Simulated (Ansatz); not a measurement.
# ClFH2HfO2: the cost of one run

Method: RKS PBE0/def2-SVP, in Ansatz 0.2.0.

## Step 1: The starting structure

Bond lengths: Hf1–F2 1.980 Å, Hf1–O3 2.070 Å, O3–H4 1.010 Å, Hf1–Cl5 2.518 Å, Hf1–O6 2.069 Å, O6–H7 1.010 Å. Angles: F2–Hf1–O3 109.4°, F2–Hf1–Cl5 109.5°, F2–Hf1–O6 109.5°, O3–Hf1–Cl5 109.5°, O3–Hf1–O6 109.5°, Cl5–Hf1–O6 109.5°, Hf1–O3–H4 109.5°, Hf1–O6–H7 109.5°.

As a file:

```xyz
7

Hf    0.0000    0.0000    0.0000
F     0.0000    0.0000    1.9800
O     1.9520    0.0000   -0.6893
H     2.2684   -0.9521   -0.8060
Cl   -1.1869    2.0563   -0.8392
O    -0.9750   -1.6891   -0.6893
H    -1.4296   -2.1548    0.0831
```

## Step 2: Relaxing the start

input.yaml reads:

```yaml
crystal:
  periodic: [false, false, false]
  atoms:
    - { symbol: Hf, position_ang: [0.0, 0.0, 0.0] }
    - { symbol: F, position_ang: [0.0, 0.0, 1.98] }
    - { symbol: O, position_ang: [1.952, 0.0, -0.6893] }
    - { symbol: H, position_ang: [2.2684, -0.9521, -0.806] }
    - { symbol: Cl, position_ang: [-1.1869, 2.0563, -0.8392] }
    - { symbol: O, position_ang: [-0.975, -1.6891, -0.6893] }
    - { symbol: H, position_ang: [-1.4296, -2.1548, 0.0831] }
basis:
  gaussian: { orbitals: def2-SVP }
hamiltonian:
  xc: pbe0
relax:
  f_tol: 0.02
  max_steps: 40
output:
  orbitals: {}
```

Started as:

```bash
$ ansatz run input.yaml --threads 2 --pin off --max-ram 3072MiB --backend cpu --events-out ev --progress --plain --runs-dir out
```

Q: Estimate wall time and peak memory on 2 threads of Arm Neoverse V2, shared host.

About 33 s, with a peak of 0.22 GiB.
